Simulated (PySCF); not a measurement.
**Tl2: shape, vibrations and bonding**

Task: relax Tl2, compute its harmonic modes and analyse its electrons. The species was built from a template and needn't be a known compound.

The runs use PySCF 2.14.0; B3LYP, Tl def2-SVP with ECP60; scalar-relativistic core potentials, no spin–orbit coupling.

2 further runs of the same task are left out: 2 for a known fault of the program.

**1. The starting structure**

2 atoms, charge 0, spin multiplicity 1.

Bond lengths: Tl1–Tl2 3.150 Å.

As a file:

```
Tl    0.00000    0.00000    1.57500
Tl    0.00000    0.00000   -1.57500
```

**2. SCF at the start, singlet**

The input, run.py (the lines that set the calculation):

```python
mol = gto.M(atom='''
Tl     0.00000     0.00000     1.57500
Tl     0.00000     0.00000    -1.57500''',
    basis={'Tl': 'def2-SVP'},
    ecp={'Tl': 'def2-SVP'},
    charge=0, spin=0)
mf = dft.RKS(mol, xc='B3LYP')
mf.grids.atom_grid = (50, 194)
mf = mf.density_fit()  # fitting sets: Tl def2-universal-JKFIT
mf.conv_tol = 1e-08; mf.max_cycle = 55
mf.kernel(dm0)  # dm0: free metal ions and neutral atoms
```

On the command line:

```console
OMP_NUM_THREADS=2 python run.py
```

The log of the run:

```text
init E= -345.268630739921
  HOMO = -0.108332082887831  LUMO = -0.101090563959148  gap/eV = 0.19705
cycle= 1 E= -345.150958796876  delta_E= 0.118  |g|= 0.056  |ddm|= 1.39
  HOMO = -0.115103401927963  LUMO = -0.0896869477999154  gap/eV = 0.69162
cycle= 2 E= -345.152326841015  delta_E= -0.00137  |g|= 0.019  |ddm|= 0.205
  HOMO = -0.115630151692151  LUMO = -0.0880582895453081  gap/eV = 0.75027
cycle= 3 E= -345.152458058428  delta_E= -0.000131  |g|= 0.00623  |ddm|= 0.0512
  HOMO = -0.116983088952483  LUMO = -0.0891979064391416  gap/eV = 0.75607
cycle= 4 E= -345.152474430424  delta_E= -1.64e-05  |g|= 0.00105  |ddm|= 0.0173
  HOMO = -0.116872119495954  LUMO = -0.0891122038598494  gap/eV = 0.75539
cycle= 5 E= -345.152474716494  delta_E= -2.86e-07  |g|= 0.000102  |ddm|= 0.00229
  HOMO = -0.116852888576034  LUMO = -0.089083411374847  gap/eV = 0.75565
cycle= 6 E= -345.152474722503  delta_E= -6.01e-09  |g|= 1.76e-05  |ddm|= 0.000381
  HOMO = -0.116855942635159  LUMO = -0.0890872103010094  gap/eV = 0.75563
Extra cycle  E= -345.152474722567  delta_E= -6.43e-11  |g|= 1.3e-05  |ddm|= 7.63e-05
converged SCF energy = -345.152474722567
```

Wall time 2 s (2 threads of Arm Neoverse V1, shared host); peak memory 0.29 GiB.

Further starts and a stability analysis followed, whose logs aren't kept: the log above is the first start alone (where DIIS fails, smearing and a level shift add cycles). The lowest solution stands, and the values below are its own:

```csv
start,energy (Eh),cycles
ions,-345.152475,6
smeared,-345.152475,5
```

Read off: E = -345.152475 Eh, HOMO -3.18 eV, LUMO -2.42 eV, Mulliken charge on Tl1 -0.00 e. The gap is small, and the closed shell wasn't tested for a lower spin-broken solution.

**3. SCF at the start, triplet**

run.py (the lines that set the calculation): that of step 2 with these lines changed.

```diff
@@ -5,4 +5,4 @@
     ecp={'Tl': 'def2-SVP'},
-    charge=0, spin=0)
-mf = dft.RKS(mol, xc='B3LYP')
+    charge=0, spin=2)
+mf = dft.UKS(mol, xc='B3LYP')
 mf.grids.atom_grid = (50, 194)
```

On the command line:

```console
OMP_NUM_THREADS=2 python run.py
```

The log of the run:

```text
init E= -345.137549966507
  HOMO = -0.12147428868  LUMO = -0.0956887131677  gap/eV = 0.70166
cycle= 1 E= -345.164966925025  delta_E= -0.0274  |g|= 0.0244  |ddm|= 0.848
  HOMO = -0.13123514502  LUMO = -0.0866913259843  gap/eV = 1.21210
cycle= 2 E= -345.165569366661  delta_E= -0.000602  |g|= 0.0128  |ddm|= 0.0955
  HOMO = -0.133262323485  LUMO = -0.0886425834338  gap/eV = 1.21416
cycle= 3 E= -345.165656314474  delta_E= -8.69e-05  |g|= 0.00301  |ddm|= 0.0326
  HOMO = -0.133004479016  LUMO = -0.0883563984038  gap/eV = 1.21494
cycle= 4 E= -345.165662298895  delta_E= -5.98e-06  |g|= 0.000476  |ddm|= 0.00723
  HOMO = -0.133043448535  LUMO = -0.0884053046811  gap/eV = 1.21467
cycle= 5 E= -345.165662515249  delta_E= -2.16e-07  |g|= 0.000171  |ddm|= 0.00135
  HOMO = -0.133000421964  LUMO = -0.0883694684281  gap/eV = 1.21447
cycle= 6 E= -345.165662546599  delta_E= -3.14e-08  |g|= 1.62e-05  |ddm|= 0.000428
  HOMO = -0.133002631867  LUMO = -0.0883725900787  gap/eV = 1.21445
cycle= 7 E= -345.165662547002  delta_E= -4.02e-10  |g|= 2e-06  |ddm|= 6.36e-05
  HOMO = -0.13300216779  LUMO = -0.0883720694857  gap/eV = 1.21445
Extra cycle  E= -345.165662547008  delta_E= -6.25e-12  |g|= 1.45e-06  |ddm|= 8.42e-06
converged SCF energy = -345.165662547008  <S^2> = 2.0024706  2S+1 = 3.0016466
```

It took 2.6 s on 2 threads of Arm Neoverse V1, shared host; peak memory 0.33 GiB.

Further starts and a stability analysis followed, whose logs aren't kept: the log above is the first start alone (where DIIS fails, smearing and a level shift add cycles). The lowest solution stands, and the values below are its own:

```
  start  energy (Eh)  cycles
   ions  -345.165663       7
smeared  -345.165663       6
```

Result: E = -345.165663 Eh, HOMO -3.62 eV, LUMO -2.60 eV (over both spins), ⟨S²⟩ = 2.002, Mulliken charge on Tl1 -0.00 e. 

**4. Relaxation, triplet**

Steps are kept in the start's point group, D∞h.

run.py (the lines that set the calculation): that of step 3 with these lines changed.

```diff
@@ -10,2 +10,3 @@
 mf.conv_tol = 1e-08; mf.max_cycle = 55
-mf.kernel(dm0)  # dm0: free metal ions and neutral atoms
+mf.kernel(dm0)  # dm0: an SCF of this state at this start
+# quasi-Newton relaxation in Cartesian coordinates to a largest gradient under 0.00045 Eh/bohr, steps kept in the point group
```

On the command line:

```console
OMP_NUM_THREADS=2 python run.py
```

The driver keeps no SCF log for this step, only its results.

It took 3.3 s on 2 threads of Arm Neoverse V1, shared host.

Step by step:

| step | energy from step 1 (eV) | largest force component (eV/Å) |
| --- | --- | --- |
| 1 | 0.0000 | 0.1336 |
| 2 | -0.0018 | 0.0946 |
| 3 | -0.0037 | 0.0046 |

The bond:

| bond | before (Å) | after (Å) | change (Å) |
| --- | --- | --- | --- |
| Tl1–Tl2 | 3.150 | 3.204 | +0.054 |

It ends in D∞h at E = -345.165797 Eh.

```
Tl    0.00000    0.00000    1.60189
Tl    0.00000    0.00000   -1.60189
```

**5. Relaxation, singlet**

Steps are kept in the start's point group, D∞h.

run.py (the lines that set the calculation): that of step 4 with these lines changed.

```diff
@@ -5,4 +5,4 @@
     ecp={'Tl': 'def2-SVP'},
-    charge=0, spin=2)
-mf = dft.UKS(mol, xc='B3LYP')
+    charge=0, spin=0)
+mf = dft.RKS(mol, xc='B3LYP')
 mf.grids.atom_grid = (50, 194)
```

On the command line:

```console
OMP_NUM_THREADS=2 python run.py
```

No log is kept here; the results follow.

It took 4.3 s on 2 threads of Arm Neoverse V1, shared host.

The steps of the relaxation:

| step | energy from step 1 (eV) | largest force component (eV/Å) |
| --- | --- | --- |
| 1 | 0.0000 | 0.8814 |
| 2 | -0.0712 | 0.5255 |
| 3 | -0.1193 | 0.1665 |
| 4 | -0.1260 | 0.0364 |
| 5 | -0.1263 | 0.0015 |

The bond:

```
   bond  before (Å)  after (Å)  change (Å)
Tl1–Tl2       3.150      3.482      +0.332
```

It ends in D∞h at E = -345.157118 Eh.

```xyz
2
Tl2
Tl    0.00000    0.00000    1.74110
Tl    0.00000    0.00000   -1.74110
```

**6. Harmonic vibrations**

The input, run.py (the lines that set the calculation):

```python
mol = gto.M(atom='''
Tl     0.00000     0.00000     1.60189
Tl     0.00000     0.00000    -1.60189''',
    basis={'Tl': 'def2-SVP'},
    ecp={'Tl': 'def2-SVP'},
    charge=0, spin=2)
mf = dft.UKS(mol, xc='B3LYP')
mf.grids.atom_grid = (50, 194)
mf = mf.density_fit()  # fitting sets: Tl def2-universal-JKFIT
mf.conv_tol = 1e-10; mf.max_cycle = 55
mf.kernel(dm0)  # dm0: the density of the relaxed state
# Hessian and dipole derivatives by central differences of gradients, 0.02 bohr
```

On the command line:

```console
OMP_NUM_THREADS=2 python run.py
```

The driver keeps no SCF log for this step, only its results.

It took 5.5 s on 2 threads of Arm Neoverse V1, shared host.

Point group D∞h; negative numbers are unstable modes, and those under 60 cm⁻¹ are near the numerical noise:

```csv
cm⁻¹,km/mol,symmetry
78,0.0,σg+
```

**7. Properties on a finer grid**

The input, run.py (the lines that set the calculation):

```python
mol = gto.M(atom='''
Tl     0.00000     0.00000     1.60189
Tl     0.00000     0.00000    -1.60189''',
    basis={'Tl': 'def2-SVP'},
    ecp={'Tl': 'def2-SVP'},
    charge=0, spin=2)
mf = dft.UKS(mol, xc='B3LYP')
mf.grids.atom_grid = (75, 302)
mf = mf.density_fit()  # fitting sets: Tl def2-universal-JKFIT
mf.conv_tol = 1e-09; mf.max_cycle = 55
mf.kernel(dm0)  # dm0: the density of the relaxed state
```

On the command line:

```console
OMP_NUM_THREADS=2 python run.py
```

The log of the run:

```text
init E= -345.165727722989
  HOMO = -0.13160463535  LUMO = -0.0872220526544  gap/eV = 1.20771
cycle= 1 E= -345.165727730325  delta_E= -7.34e-09  |g|= 1.54e-05  |ddm|= 0.000197
  HOMO = -0.131600496789  LUMO = -0.0872179978987  gap/eV = 1.20771
cycle= 2 E= -345.165727730416  delta_E= -9.12e-11  |g|= 1.14e-05  |ddm|= 5.29e-05
  HOMO = -0.131603573731  LUMO = -0.0872210672468  gap/eV = 1.20771
Extra cycle  E= -345.165727730444  delta_E= -2.75e-11  |g|= 9.11e-06  |ddm|= 4.21e-05
converged SCF energy = -345.165727730444  <S^2> = 2.0024198  2S+1 = 3.0016127
```

It took 2.6 s on 2 threads of Arm Neoverse V1, shared host.

Result: E = -345.165728 Eh, HOMO -3.58 eV, LUMO -2.57 eV (over both spins), ⟨S²⟩ = 2.002, Mulliken charge on Tl1 +0.00 e, largest force component 0.006 eV/Å. 

Löwdin charges:

| atom | value (e) |
| --- | --- |
| Tl1 | 0.00 |
| Tl2 | 0.00 |

Mulliken charges: Tl1 +0.00, Tl2 -0.00 e. Spin: Tl1 +1.00, Tl2 +1.00.

Contacts and Mayer bond orders:

| contact | distance (Å) | bond order |
| --- | --- | --- |
| Tl2–Tl1 | 3.204 | 1.09 |

Mulliken populations of Tl1 outside the core potential: s 3.95, p 7.04, d 10.01.

The fields below are evaluated on a grid from the run's orbitals.

Frontier orbitals at B3LYP (alpha spin), with the share of their density that lies nearest to each atom:

```
orbital  energy (eV)                   lies on
 HOMO-1        -3.91  Tl1, Tl2 about 50 % each
   HOMO        -3.58  Tl1, Tl2 about 50 % each
   LUMO        -2.57  Tl1, Tl2 about 50 % each
```

ELF in a plane through or near 2 of the atoms.

Ten even steps from '0' (0.00) to '9' (0.77):
```
0000000000000000000000000000
0000000000000000000000000000
0000111111000000001111110000
0012333322211111122233332100
0123443333221111223333443210
0245544443332222333444455420
1356654455433333345544566531
2567645677643333467765467652
3577646968853334588786567753
3677657925963334686397567763
3677657903963334685287567763
3677646999853334589996567753
2567645677643333467765467652
1356654454433333344444566531
0245554443332222333444455420
0123443333221111223333443210
0012333222211111122223332100
0000111111000000001111110000
0000000000000000000000000000
0000000000000000000000000000
```
The map spans 8.4 Å across and 5.2 Å up, centred on the molecule. Atoms in the plane (x, y in Å): Tl1 (1.6, 0.0), Tl2 (-1.6, 0.0).

On the surface of density 0.002 e/bohr³ the electrostatic potential runs, from the 1st to the 99th percentile, from -0.27 to 1.67 V.

The spin density lies nearest to Tl1, Tl2 about 50 % each.

**8. Results**

```
               quantity                                           value
  state and point group                                    triplet, D∞h
                  modes                          78 cm⁻¹, none unstable
      zero-point energy                                        0.005 eV
ideal gas, 298 K, 1 bar                  S = 290.8, Cp = 37.3 J/(mol K)
      shortest contacts                                          3.20 Å
        frontier levels  HOMO -3.58 eV, LUMO -2.57 eV (over both spins)
                 dipole                                          0.00 D
    mean polarisability                                         18.3 Å³
```

In words: Relaxed, the triplet lies 0.24 eV under the singlet. All modes are real, so the structure is a minimum. One start shape was tried, so another isomer may lie lower. The bases are small and lack diffuse functions. Spin–orbit coupling is left out for this open shell, where it can reorder the states. Open shells may have lower solutions than the one found.
